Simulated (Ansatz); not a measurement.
**Cl2FGeHS: one species, many methods**

How much do the methods differ for Cl2FGeHS? The plan is to run it at one geometry with functionals of several rungs and with coupled cluster, and see how far each lands from CCSD(T) at the basis-set limit for the atomisation energy.

Computed with Ansatz 0.2.0, Gaussian basis. Level: functionals in def2-TZVPP, the program's frozen cores in correlated methods.

The runs, in order: LDA (SPW92), PBE-D4, revPBE-D4, BLYP-D4, r2SCAN-D4, B97M-V, PBE0-D4, B3LYP-D4, r2SCANh-D4, r2SCAN0-D4, HSE06-D4, BHLYP-D4, CAM-B3LYP-D4, LC-ωPBE, ωB97X-V, ωB97M-V, B2PLYP, PBE-QIDH; CCSD(T)/def2-SVP; CCSD(T)/def2-TZVPP; MP2/def2-QZVPP; extrapolation to the limit; RPA on PBE.

## 1. Structure used throughout

All runs share one geometry, relaxed beforehand with PBE0-D4 in a triple-zeta def2 set.

SMILES `[F][Ge]([SH])([Cl])[Cl]`, 6 atoms, charge 0, spin multiplicity 1.

Atoms are counted from 1 here; the program's logs count them from 0.

Bond lengths: F1–Ge2 1.720 Å, Ge2–S3 2.181 Å, Ge2–Cl4 2.115 Å, Ge2–Cl5 2.121 Å, S3–H6 1.346 Å. Angles: F1–Ge2–S3 111.1°, F1–Ge2–Cl4 107.1°, F1–Ge2–Cl5 104.8°, S3–Ge2–Cl4 109.1°, S3–Ge2–Cl5 113.6°, Cl4–Ge2–Cl5 110.9°, Ge2–S3–H6 92.1°.

## 2. LDA

This LDA is Slater exchange with PW92 correlation.

File in.yaml:

```yaml
crystal:
  periodic: [false, false, false]
  atoms:
    - {symbol: F, position_ang: [1.026940, -1.407026, -0.691166]}
    - {symbol: Ge, position_ang: [-0.148082, -0.195614, -0.359919]}
    - {symbol: S, position_ang: [-0.244450, 0.240028, 1.774850]}
    - {symbol: Cl, position_ang: [-2.016494, -0.952959, -0.997676]}
    - {symbol: Cl, position_ang: [0.438884, 1.465286, -1.540541]}
    - {symbol: H, position_ang: [0.985302, 0.786285, 1.768452]}
basis:
  gaussian: {orbitals: def2-TZVPP}
hamiltonian: {xc: lda}
output: {orbitals: {seedname: orbitals}}
```

Launch:

```console
> ansatz run in.yaml --threads 4 --pin off --events-out ev --progress --plain --max-ram 10444MiB
```

Further steps of the session: PBE-D4 (GGA); revPBE-D4 (GGA); BLYP-D4 (GGA); r2SCAN-D4 (meta-GGA); B97M-V (meta-GGA); PBE0-D4 (hybrid); B3LYP-D4 (hybrid); r2SCANh-D4 (hybrid); r2SCAN0-D4 (hybrid); HSE06-D4 (hybrid); BHLYP-D4 (hybrid); CAM-B3LYP-D4 (range-separated); LC-ωPBE (range-separated); ωB97X-V (range-separated); ωB97M-V (range-separated); B2PLYP (double hybrid); PBE-QIDH (double hybrid); CCSD(T) in def2-SVP; CCSD(T) in def2-TZVPP; MP2 in def2-QZVPP; RPA on PBE orbitals.

**Question.** What will the summary of the whole plan be? Wanted: atomisation energy, CCSD(T)/CBS; farthest beyond LDA; mean size of error, GGA; mean size of error, meta-GGA; mean size of error, hybrid; mean size of error, range-separated; mean size of error, double hybrid; gap, smallest and largest; T1 diagnostic.

The runs gave:

```
                               quantity                                                                 value
        atomisation energy, CCSD(T)/CBS                                                         1842.0 kJ/mol
 functionals within 18.4 kJ/mol (1.0 %)  r2SCAN-D4, PBE0-D4, r2SCANh-D4, HSE06-D4, ωB97X-V, ωB97M-V, PBE-QIDH
                    farthest beyond LDA                                              BHLYP-D4 (-109.8 kJ/mol)
                mean size of error, GGA                                                           35.3 kJ/mol
           mean size of error, meta-GGA                                                           27.6 kJ/mol
             mean size of error, hybrid                                                           36.5 kJ/mol
    mean size of error, range-separated                                                           23.4 kJ/mol
      mean size of error, double hybrid                                                           31.2 kJ/mol
              gap, smallest and largest                             4.31 eV (LDA (SPW92)), 11.88 eV (LC-ωPBE)
                          T1 diagnostic                                                                0.0108
triples share of the correlation energy                                                                 3.9 %
```

What this shows: The LDA atomisation energy is off by 321.8 kJ/mol (17 %): it overbinds. PBE-D4 is off by +36.3 kJ/mol. Double hybrids carry the basis error of their MP2 part in triple zeta, and no dispersion term here, so their miss is partly the set-up's. By mean error the best rung here is range-separated (23.4 kJ/mol) and the worst beyond LDA is hybrid (36.5 kJ/mol). The gap between the best rungs is small, so their order is not settled. The mean of the hybrids holds BHLYP, with half exact exchange. The reference freezes the cores and leaves out relativity and excitations past (T), and its outer-core shells are covered unevenly, so misses under about 18.4 kJ/mol can't be ranked. Hartree-Fock recovers 69 % of the binding; the rest is correlation. CCSD(T) in def2-SVP is off by -182.7 kJ/mol, worse than the median functional, from the basis alone. The gap grows from 4.3 to 11.9 eV across the functionals, mostly with the share of exact exchange. Correlated methods include outer-core shells of Ge, which these sets cover unevenly.
